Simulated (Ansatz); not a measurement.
# KAsO3: the cost of one run

Method: DFT, PBE, plane-wave PAW, default files, scalar-relativistic, as far as a step names no other, in Ansatz 0.2.0.

The COD cell was measured well above room temperature, so it is larger than a cold one.

## 1. The structure to begin with

It takes space group P-1 (No. 2, triclinic). Conventional cell: a = 7.555 Å, b = 7.555 Å, c = 10.285 Å, α = 85.91°, β = 68.94°, γ = 74.94°. K (site symmetry 1) is surrounded by 6 O at 2.64 to 2.88 Å. K (site symmetry 1) has 8 O at 2.71 to 3.22 Å as nearest neighbours. K (site symmetry 1) is surrounded by 4 O at 2.71 to 2.92 Å. Around As (site symmetry 1) lie 4 O at 1.62 to 1.76 Å. O (site symmetry 1) has 1 As at 1.62 Å as nearest neighbours. Only part of the 15 independent sites is listed.

Coordinates:

```
K As O
1.0
     7.55482    0.00000    0.00000
     1.96283    7.29538    0.00000
     3.69517   -0.23456    9.59541
K As O
6 6 18
Direct
  0.90510 0.10570 0.84080
  0.09490 0.89430 0.15920
  0.75690 0.23410 0.49880
  0.24310 0.76590 0.50120
  0.30270 0.48250 0.82810
  0.69730 0.51750 0.17190
  0.47040 0.97440 0.79600
  0.52960 0.02560 0.20400
  0.73030 0.73290 0.52330
  0.26970 0.26710 0.47670
  0.81900 0.64040 0.79760
  0.18100 0.35960 0.20240
  0.58190 0.13790 0.76400
  0.41810 0.86210 0.23600
  0.24010 0.99810 0.88500
  0.75990 0.00190 0.11500
  0.50810 0.86450 0.63950
  0.49190 0.13550 0.36050
  0.58300 0.78560 0.87390
  0.41700 0.21440 0.12610
  0.88020 0.86020 0.45100
  0.11980 0.13980 0.54900
  0.64640 0.62040 0.44000
  0.35360 0.37960 0.56000
  0.80200 0.57740 0.64180
  0.19800 0.42260 0.35820
  0.98980 0.74780 0.76400
  0.01020 0.25220 0.23600
  0.80390 0.46190 0.89360
  0.19610 0.53810 0.10640
```

## 2. Single point at the given positions

The input, input.yaml:

```yaml
crystal:
  lattice:
    - [7.5548151533, 0.0, 0.0]
    - [1.9628276403, 7.2953779652, 0.0]
    - [3.6951736807, -0.23456163, 9.5954102211]
  atoms:
    - { symbol: K, position: [0.9051, 0.1057, 0.8408] }
    - { symbol: K, position: [0.0949, 0.8943, 0.1592] }
    - { symbol: K, position: [0.7569, 0.2341, 0.4988] }
    - { symbol: K, position: [0.2431, 0.7659, 0.5012] }
    - { symbol: K, position: [0.3027, 0.4825, 0.8281] }
    - { symbol: K, position: [0.6973, 0.5175, 0.1719] }
    - { symbol: As, position: [0.4704, 0.9744, 0.796] }
    - { symbol: As, position: [0.5296, 0.0256, 0.204] }
    - { symbol: As, position: [0.7303, 0.7329, 0.5233] }
    - { symbol: As, position: [0.2697, 0.2671, 0.4767] }
    - { symbol: As, position: [0.819, 0.6404, 0.7976] }
    - { symbol: As, position: [0.181, 0.3596, 0.2024] }
    - { symbol: O, position: [0.5819, 0.1379, 0.764] }
    - { symbol: O, position: [0.4181, 0.8621, 0.236] }
    - { symbol: O, position: [0.2401, 0.9981, 0.885] }
    - { symbol: O, position: [0.7599, 0.0019, 0.115] }
    - { symbol: O, position: [0.5081, 0.8645, 0.6395] }
    - { symbol: O, position: [0.4919, 0.1355, 0.3605] }
    - { symbol: O, position: [0.583, 0.7856, 0.8739] }
    - { symbol: O, position: [0.417, 0.2144, 0.1261] }
    - { symbol: O, position: [0.8802, 0.8602, 0.451] }
    - { symbol: O, position: [0.1198, 0.1398, 0.549] }
    - { symbol: O, position: [0.6464, 0.6204, 0.44] }
    - { symbol: O, position: [0.3536, 0.3796, 0.56] }
    - { symbol: O, position: [0.802, 0.5774, 0.6418] }
    - { symbol: O, position: [0.198, 0.4226, 0.3582] }
    - { symbol: O, position: [0.9898, 0.7478, 0.764] }
    - { symbol: O, position: [0.0102, 0.2522, 0.236] }
    - { symbol: O, position: [0.8039, 0.4619, 0.8936] }
    - { symbol: O, position: [0.1961, 0.5381, 0.1064] }
kpoints:
  mp_grid: { grid: [3, 3, 2] }
scf:
  occupations: { method: fermi_dirac, width: 0.02 }
hamiltonian:
  xc: pbe
  pseudopotentials: { kind: paw }
output:
  forces: true
  stress: true
  populations: true
  efg:
    quadrupole_moments_barn: { K: 0.0603, As: 0.311, O: -0.02558 }
    contact_densities: true
```

Run with:

```bash
$ ansatz run input.yaml --threads 1 --pin off --max-ram 3072MiB --backend cpu --events-out ev --progress --plain --runs-dir out
```

Q: Estimate wall time and peak memory on 1 thread of Intel Xeon Platinum 8375C at 2.90GHz (Ice Lake), shared host.

About 60 s, with a peak of 1.2 GiB.
